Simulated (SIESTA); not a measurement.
Ta3AsAu2O13:

```
CELL_PARAMETERS angstrom
5.45204 0.00000 0.00000
-2.72602 4.72161 0.00000
0.00000 0.00000 9.57902
ATOMIC_POSITIONS crystal
Ta 0.00000 0.00000 0.19408
Ta 0.00000 0.00000 0.80592
Ta 0.66667 0.33333 0.00000
As 0.00000 0.00000 0.50000
Au 0.33333 0.66667 0.27428
Au 0.33333 0.66667 0.72572
O 0.00000 0.00000 0.00000
O 0.23947 0.97129 0.36402
O 0.02871 0.26818 0.36402
O 0.73182 0.76053 0.36402
O 0.23947 0.97129 0.63598
O 0.02871 0.26818 0.63598
O 0.73182 0.76053 0.63598
O 0.38452 0.33425 0.85844
O 0.66575 0.05026 0.85844
O 0.94974 0.61548 0.85844
O 0.38452 0.33425 0.14156
O 0.66575 0.05026 0.14156
O 0.94974 0.61548 0.14156
```

The cell was built by a generator and needn't be a form met in nature.

Base run:

* Program: SIESTA 5.4.2
* Functional: PBE
* Potentials or basis: PseudoDojo 0.4 standard (PBE files)
* Basis: DZP (energy shift 0.003 Ry; two zetas on semicore shells)
* Grid cutoff: 800 Ry
* Energy shift: 0.003 Ry
* k mesh: 6 × 6 × 3
* Occupations: fermi-dirac, width 0.05 eV
* Spin: no spin polarisation
* Hubbard terms: Au d U = 2 eV, Ta d U = 2 eV

Its results: band gap on the k mesh none (metal or under the smearing width); pressure 5.3 GPa; largest force 0.538 eV/Å.

Task: After a change of settings the same cell gave: band gap on the k mesh none (metal or under the smearing width); pressure 4.4 GPa; largest force 0.601 eV/Å. Which change was it?
A. basis from DZP (energy shift 0.003 Ry; two zetas on semicore shells) to SZ (energy shift 0.003 Ry); hubbard terms from Au d U = 2 eV, Ta d U = 2 eV to none
B. hubbard terms from Au d U = 2 eV, Ta d U = 2 eV to none
C. functional from PBE to RPBE; hubbard terms from Au d U = 2 eV, Ta d U = 2 eV to none
D. basis from DZP (energy shift 0.003 Ry; two zetas on semicore shells) to TZP (energy shift 0.003 Ry; two zetas on semicore shells); hubbard terms from Au d U = 2 eV, Ta d U = 2 eV to none

Result: B.

Caveats: short orbitals over semicore shells can move pressures by several GPa; the basis of atomic orbitals isn't converged, which shifts pressures, moduli and gaps; U without spin polarisation on a metal has little footing (some runs); spin-orbit coupling is left out, which moves the levels of the heavy elements (some runs).
